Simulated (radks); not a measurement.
# Fractional charge and spin in the 4p shell of ruthenium

Aim: the energy as the spin-up occupation of 4p runs from 2 to 3 and the spin-down one from 2 to 3, against the two flat planes that join the four corners. Added charge counts from the emptiest corner (up 2, down 2).

Method: scalar-relativistic Kohn-Sham, r2SCAN, spin-polarised, spherical densities, finite nucleus. Code: radks (a radial shooting solver on a logarithmic mesh, Libxc functionals) version 1.

### Step 1. Starting point

| Quantity | Value |
| --- | --- |
| element | ruthenium (Z = 44) |
| configuration | [Ar] 3d10 4s2 4d(up 3, down 3) 4p(up 3, down 3) |
| nuclear rms radius | 4.4809 fm |

A shell typed twice in an input gives spin up, then spin down.

### Step 2. 4p: up 3, down 3

Settings of this run:

```text
Z 44
configuration [Ar] 3d10 4s2 4d3 4d3 4p3 4p3
relativity scalar-relativistic
functional r2scan,r2scan
spin polarised
nucleus finite rms 4.4809 fm
c 137.035999084
```

### Step 3. 4p: up 3, down 2.5

Settings of this run:

```text
Z 44
configuration [Ar] 3d10 4s2 4d3 4d3 4p3 4p2.5
relativity scalar-relativistic
functional r2scan,r2scan
spin polarised
nucleus finite rms 4.4809 fm
c 137.035999084
```

### Step 4. 4p: up 3, down 2

Settings of this run:

```text
Z 44
configuration [Ar] 3d10 4s2 4d3 4d3 4p3 4p2
relativity scalar-relativistic
functional r2scan,r2scan
spin polarised
nucleus finite rms 4.4809 fm
c 137.035999084
```

### Step 5. 4p: up 2.5, down 2.5

Settings of this run:

```text
Z 44
configuration [Ar] 3d10 4s2 4d3 4d3 4p2.5 4p2.5
relativity scalar-relativistic
functional r2scan,r2scan
spin polarised
nucleus finite rms 4.4809 fm
c 137.035999084
```

### Step 6. 4p: up 2.5, down 2

Settings of this run:

```text
Z 44
configuration [Ar] 3d10 4s2 4d3 4d3 4p2.5 4p2
relativity scalar-relativistic
functional r2scan,r2scan
spin polarised
nucleus finite rms 4.4809 fm
c 137.035999084
```

### Step 7. 4p: up 2, down 2

Settings of this run:

```text
Z 44
configuration [Ar] 3d10 4s2 4d3 4d3 4p2 4p2
relativity scalar-relativistic
functional r2scan,r2scan
spin polarised
nucleus finite rms 4.4809 fm
c 137.035999084
```

What does the calculation give? Wanted: for each run, down \ up; 2; 2.5; 3.

The runs gave:

```csv
down \ up,2,2.5,3
2,0.000,-2.040,0.000
2.5,-2.040,0.386,-1.882
3,0.000,-1.882,0.000
```

The table gives the energy in eV minus the planes, whose edge runs along up + down = one added electron; mirror points follow by spin symmetry. With half an added electron in each spin it lies 0.39 eV above the planes. With half an electron added in spin up alone it lies 2.04 eV below them. The planes are only a guide here: the condition holds for ground states with one frontier orbital, and this shell is degenerate.
